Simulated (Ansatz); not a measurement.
A run of Ansatz 0.2.0:

The input input.yaml:

```yaml
crystal:
  lattice:
    - [3.03213, 0.0, 0.0]
    - [-1.51607, 2.62591, 0.0]
    - [0.0, 0.0, 5.69874]
  atoms:
    - { symbol: Ag, position: [0.0, 0.0, 0.0] }
    - { symbol: B, position: [0.33333, 0.66667, 0.66495] }
    - { symbol: B, position: [0.66667, 0.33333, 0.66495] }
    - { symbol: B, position: [0.33333, 0.66667, 0.33505] }
    - { symbol: B, position: [0.66667, 0.33333, 0.33505] }
hamiltonian:
  xc: pbe
  pseudopotentials: { kind: paw }
kpoints:
  mp_grid: { grid: [7, 7, 4] }
scf:
  occupations: { method: fermi_dirac, width: 0.05 }
output:
  forces: true
  stress: true
  eigenvalues: true
relax:
  f_tol: 0.01
  max_steps: 40
  cell: { stress_tol: 0.05, p_target: 2.0 }
```

Potentials or basis: Ansatz PAW.

Run with:

```sh
$ ansatz run input.yaml --threads 2 --pin off --max-ram 5632MiB --backend cpu --events-out ev --progress --plain --runs-dir out
```

Hardware: 2 threads of Arm Neoverse V1 (shared host).

Question: Estimate the wall time of this run.

Answer: Run time: 5.1 s on 2 threads of Arm Neoverse V1, on a shared host, peak memory 0.32 GiB. Counts: scf iterations 33, plane waves 895, k points 24, bands 21, ion steps 6.
